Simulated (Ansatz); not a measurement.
**BGeH (triplet): geometry optimisation**

Aim: relax a generated start of BGeH (triplet) and see which bonds hold.

Method: UKS PBE0/def2-TZVP; program: Ansatz 0.2.0, Gaussian basis.

## 1. Where the work starts

3 atoms, charge 0, spin multiplicity 3.

Atoms are counted from 1 here; the program's logs count them from 0.

Bond lengths: Ge1–B2 1.892 Å, B2–H3 1.164 Å. Angles: Ge1–B2–H3 180.0°.

The start was built by rule and, where that kept it together, relaxed with GFN2-xTB. Sticks and bond lists go by distance. No spin-orbit coupling is included. 

## 2. The run

Input file in.yaml:

```yaml
crystal:
  periodic: [false, false, false]
  atoms:
    - {symbol: Ge, position_ang: [0.000000, 0.000000, -1.649013]}
    - {symbol: B, position_ang: [0.000000, 0.000000, 0.242716]}
    - {symbol: H, position_ang: [0.000000, 0.000000, 1.406297]}
basis:
  gaussian: {orbitals: def2-TZVP}
magnetization: {spin_polarized: true, initial_magnetization: 2}
hamiltonian: {xc: pbe0}
relax: {f_tol: 0.004, max_steps: 80}
```

Launch:

```bash
ansatz run in.yaml --threads 1 --pin off --events-out ev --progress --plain --max-ram 1740MiB
```

Q: Predict the outcome of this session. Wanted: energy gained; shift from the start; total energy; dipole moment; ⟨S²⟩.

As calculated:

```
                  quantity           value
                     steps               4
             energy gained        0.032 eV
shift from the start (rms)         0.031 Å
              total energy  -57199.6967 eV
             dipole moment          0.44 D
                      ⟨S²⟩           2.007
```

What this shows: The bonds of the start are those of the end. Ge1–B2 went from 1.892 to 1.940 Å. No vibrations were run, so this is a stationary point, not a proven minimum, and this spin need not be the ground state's.
